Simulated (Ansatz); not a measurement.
Runs of Ansatz 0.2.0 on CsLiCr2Te2S3. Symmetry: Cm, No. 8, monoclinic system. Conventional cell: a = 6.843 Å, b = 10.361 Å, c = 7.978 Å, α = 90.00°, β = 111.21°, γ = 90.00°. Around Cs (site symmetry m) lie 5 S at 3.58 to 3.92 Å and 1 Li at 4.01 Å. Li (site symmetry m) has 3 S at 2.42 to 2.56 Å as nearest neighbours. Cr (site symmetry 1) has 3 S at 2.20 to 2.25 Å and 1 Te at 2.51 Å as nearest neighbours. Te (site symmetry 1) is surrounded by 1 Cr at 2.51 Å. S (site symmetry 1) has 2 Cr at 2.24 to 2.25 Å and 1 Li at 2.56 Å as nearest neighbours. S (site symmetry m) is surrounded by 2 Cr at 2.20 Å and 1 Li at 2.42 Å. The cell was built by a generator and needn't be a form met in nature.

| task | level | potentials or basis | cell | k mesh | cutoff (eV) | basis error allowed | pressure (GPa) | moment (μB) | largest force (eV/Å) |
| --- | --- | --- | --- | --- | --- | --- | --- | --- | --- |
| band structure | LDA | all-electron LAPW, scalar-relativistic | as given | 4 × 4 × 3 | 292 | 0.002 eV/atom | -3.8 | (d) | 0.57 |
| band structure | RPBE | all-electron LAPW, scalar-relativistic | as given | 4 × 4 × 3 | 292 | 0.002 eV/atom | 1.7 | (a) | (c) |
| relaxation of cell and atoms | PBEsol | all-electron PAW datasets made for the crystal | relaxed | 3 × 3 × 2 | - | - | 0.0 | 4.80 | 0.01 |
| band structure | revPBE | all-electron LAPW, scalar-relativistic | as given | 4 × 4 × 3 | 292 | 0.002 eV/atom | 1.3 | 4.01 | 0.13 |
| band structure | PBEsol | all-electron LAPW, scalar-relativistic | as given | 4 × 4 × 3 | 292 | 0.002 eV/atom | (b) | 4.01 | 0.29 |

Alike in all rows: spin collinear, ferromagnetic start; smearing fermi-dirac 0.05 eV; the mesh is coarse, so values aren't converged.

Problem. Fill in the values left out.

Solution. (a) 4.02; (b) -2.1; (c) 0.18; (d) 4.00.

Caveats: some runs use coarse meshes; the k mesh is thin for a metal, which can move the energy by tens of meV per atom; only a ferromagnetic start was run, and an antiferromagnetic order may lie lower in energy.

The runs don't all hold the same shells in valence.

Runs at the PBE level aren't shown here.
